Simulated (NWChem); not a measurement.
# AlHOF (SMILES [O][AlH][F]): UHF/aug-cc-pVDZ (tol2e 1e-12)

What is the electronic atomisation energy of AlHOF at UHF/aug-cc-pVDZ (tol2e 1e-12)? 

The calculation is run with NWChem 7.3.0.

10 further runs of the same task are left out: 2 that didn't finish, 8 set aside as unsound or not needed.

**1. Starting point**

AlHOF has 4 atoms, charge 0, and is taken as a doublet. SMILES: `[O][AlH][F]`. Geometry: relaxed at PBE0-D4/def2-TZVP.

Bond lengths: O1–Al2 1.731 Å, Al2–F3 1.641 Å, Al2–H4 1.564 Å. Angles: O1–Al2–F3 117.5°, O1–Al2–H4 119.2°, F3–Al2–H4 123.3°.

**2. A single-point energy at UHF/aug-cc-pVDZ (tol2e 1e-12) (run 1)**

Input file alfho.nw:

```
echo
start alfho
memory stack 880 mb heap 220 mb global 1100 mb
charge 0

geometry noautosym nocenter noautoz
O       -0.128300      -1.061600       1.299400
Al       0.038200       0.026100      -0.037000
F       -1.126500      -0.010300      -1.192200
H        1.272100       0.985600      -0.090400
end

basis spherical bse
* library aug-cc-pVDZ
end

scf
doublet
uhf
thresh 1e-08
maxiter 80
tol2e 1e-12
print low
end

task scf
```

Run with:

```bash
$ nwchem alfho.nw > alfho.out
```

What it wrote:

```text
[...]
  functions       =    82
[...]
  wavefunction    = UHF
[...]
         Total SCF energy =   -416.895271451460
      One electron energy =   -760.622864510331
      Two electron energy =    253.410309144873
 Nuclear repulsion energy =     90.317283913998
                       Sz =      0.5000
                 Sz(Sz+1) =      0.7500
                      S^2 =      0.7576
[...]
```

Wall time 1.8 min (1 thread of Intel Xeon Platinum 8559C (Emerald Rapids), shared host); peak memory 0.097 GiB.

**3. The Al atom (run 2)**

Input file al.nw:

```
start al
title "Al"
memory 2200 mb

geometry units angstrom noautosym nocenter noautoz
  Al     0.000000     0.000000     0.000000
end

basis spherical bse
  * library aug-cc-pVDZ
end

scf
  nopen 1
  uhf
  thresh 1e-08
  maxiter 80
  tol2e 1e-12
  noprint "final vectors analysis"
end

task scf energy
```

Run the same way, it converges to -241.87416 Eh (log not shown).

Run 3 isn't shown in full; the table further down has it.

**4. The H atom (run 4)**

Input file h.xyz:

```xyz
1
H
H      0.000000     0.000000     0.000000
```

Input file h.nw:

```
START h
TITLE "H"
memory stack 880 mb heap 220 mb global 1100 mb
charge 0

GEOMETRY units angstroms noautosym nocenter noautoz
 load format xyz h.xyz
END

BASIS spherical bse
 H library aug-cc-pVDZ
END

SCF
 doublet
 uhf
 thresh 1e-08
 maxiter 80
 tol2e 1e-12
 print low
END

TASK scf energy
```

Run the same way, it converges to -0.49933 Eh (log not shown).

**5. The O atom at the same level (run 5)**

Input file o.xyz:

```xyz
1
O hf
O      0.000000     0.000000     0.000000
```

Input file o.nw:

```
start o
title "O hf"
memory stack 880 mb heap 220 mb global 1100 mb
geometry units angstrom noautosym nocenter noautoz
load o.xyz
end
basis spherical bse
O library aug-cc-pVDZ
end
scf
triplet
uhf
thresh 1e-08
maxiter 80
tol2e 1e-12
noprint "final vectors analysis"
end
task scf
```

Run the same way, it converges to -74.79660 Eh (log not shown).

**6. The series**

| run | partner | energy (Eh) | ⟨S²⟩ | wall time |
| --- | --- | --- | --- | --- |
| 1 | base | -416.895271 | 0.758 | 1.8 min |
| 2 | atoms | -241.874158 | 0.768 | 2.7 s |
| 3 | atoms | -99.381092 | 0.754 | 0.76 s |
| 4 | atoms | -0.499334 | 0.750 | 0.56 s |
| 5 | atoms | -74.796601 | 2.008 | 0.74 s |

**7. Summary of results**

Level: UHF/aug-cc-pVDZ (tol2e 1e-12).

```
                     quantity         value
         O atom: total energy  -74.79660 Eh
        O atom: dipole moment        0.00 D
                 O atom: ⟨S²⟩         2.008
electronic atomisation energy      9.363 eV
```

**Reading.** Taking the molecule apart into free atoms costs 9.36 eV (903 kJ/mol), before zero-point energy and without spin-orbit coupling. Hartree–Fock lacks the correlation of the bonding pairs, which as a rule makes this value much too low; in minimal bases other errors can mask that. All runs together took 1.9 min, the longest 1.8 min.
